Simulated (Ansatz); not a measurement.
## ZnMo3 in Ansatz: convergence with k mesh

Input of the first run (k mesh 2 × 2 × 2); the others differ in this setting and in those tied to it:

The input input.yaml:

```yaml
crystal:
  lattice:
    - [3.943154, 0.0, 0.0]
    - [0.0, 3.943154, 0.0]
    - [0.0, 0.0, 3.943154]
  atoms:
    - { symbol: Mo, position: [0.5, 0.5, 0.0] }
    - { symbol: Mo, position: [0.5, 0.0, 0.5] }
    - { symbol: Mo, position: [0.0, 0.5, 0.5] }
    - { symbol: Zn, position: [0.0, 0.0, 0.0] }
hamiltonian:
  xc: pbe
  pseudopotentials: { kind: paw_fr }
magnetization:
  noncollinear: true
  spin_orbit: true
kpoints:
  mp_grid: { grid: [2, 2, 2] }
scf:
  occupations: { method: methfessel_paxton, width: 0.1 }
output:
  forces: true
  stress: true
  eigenvalues: true
```

Potentials or basis: Ansatz PAW.

The run is started by

```bash
$ ansatz run input.yaml --threads 2 --pin off --max-ram 5632MiB --backend cpu --events-out ev --progress --plain --runs-dir out
```

The cell comes from a database or a generator and needn't be the stable form of this composition.

Hardware: 2 threads of Intel(R) Xeon(R) Platinum 8488C (Sapphire Rapids), on a shared host.

```
      k mesh  energy less the tightest run, at zero smearing (meV/atom)  pressure (GPa)  SCF cycles  CPU time (s)  peak memory (GiB)
   2 × 2 × 2                                                     487.14            6.46          10           3.3               0.54
   3 × 3 × 3                                                      40.39           -0.52           9           2.8               0.53
   4 × 4 × 4                                                       5.35           -1.30           9           5.2               0.55
   5 × 5 × 5                                                      28.48           -1.55           9           5.2               0.58
   6 × 6 × 6                                                       0.25           -1.53           9            10               0.62
   8 × 8 × 8                                                       0.98           -1.48           9            17               0.69
   9 × 9 × 9                                                       1.16           -1.32           9            16               0.69
11 × 11 × 11                                                       0.00           -1.50           9            26               0.77
```

Not settled before the last step: the energy (to 1 meV/atom), the pressure (to 0.1 GPa). Meshes of other sizes hit other points, so gaps and Fermi surfaces needn't settle smoothly. The tightest run that finished is the yardstick and may itself not be fully converged.
